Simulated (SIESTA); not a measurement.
The system is TiMo2S4.

```
CELL_PARAMETERS angstrom
6.55480 -1.60572 0.00000
6.55480 1.60572 0.00000
-2.39679 0.00000 5.55229
ATOMIC_POSITIONS crystal
Mo 0.74099 0.74099 0.68505
Mo 0.25901 0.25901 0.31495
Ti 0.00000 0.00000 0.00000
S 0.63871 0.63871 0.97422
S 0.36129 0.36129 0.02578
S 0.89078 0.89078 0.55670
S 0.10922 0.10922 0.44330
```

The cell comes from a database or a generator and needn't be the stable form of this composition.

```yaml
Program: SIESTA 5.4.2
Task: single point
Functional: PBEsol
Potentials_or_basis: PseudoDojo 0.4 standard (PBEsol files)
Basis: DZP (energy shift 0.003 Ry; two zetas on semicore shells)
Grid_cutoff: 800 Ry
Energy_shift: 0.003 Ry
k_mesh: 9 × 9 × 5
Occupations: fermi-dirac, width 0.05 eV
Spin: no spin polarisation
```

On this cell: pressure -4.1 GPa; largest force 0.136 eV/Å; band gap on the k mesh none (metal or under the smearing width).

The same run follows on a disturbed copy (atoms moved at random, drawn with an rms of 0.05 Å):

```
Mo Ti S
1.0
     6.55480   -1.60572    0.00000
     6.55480    1.60572    0.00000
    -2.39679    0.00000    5.55229
Mo Ti S
2 1 4
Direct
  0.74962 0.73345 0.69747
  0.25482 0.26943 0.32157
  0.99177 0.01224 0.00110
  0.65894 0.62295 0.97737
  0.35527 0.36183 0.02567
  0.89528 0.88597 0.55401
  0.10986 0.11037 0.44277
```

Q: What changes?

A: The energy (extrapolated to zero smearing) moves by +13.8 meV/atom; pressure -3.9 GPa; largest force 1.033 eV/Å; band gap on the k mesh none (metal or under the smearing width).

Forces in eV/Å, atoms in the order of the input:
```
Mo   0.499  0.488 -0.761
Mo  -0.515 -0.729 -0.258
Ti  -0.123 -0.307 -0.012
S   -0.300  0.499 -0.068
S    0.370 -0.141  0.213
S    0.127  0.378  0.754
S   -0.058 -0.188  0.132
```

Stress tensor (GPa, compression positive):
```
-4.14  0.81  0.89
 0.81 -3.83  0.60
 0.89  0.60 -3.77
```

Caveats: the basis of atomic orbitals isn't converged, which shifts pressures, moduli and gaps.
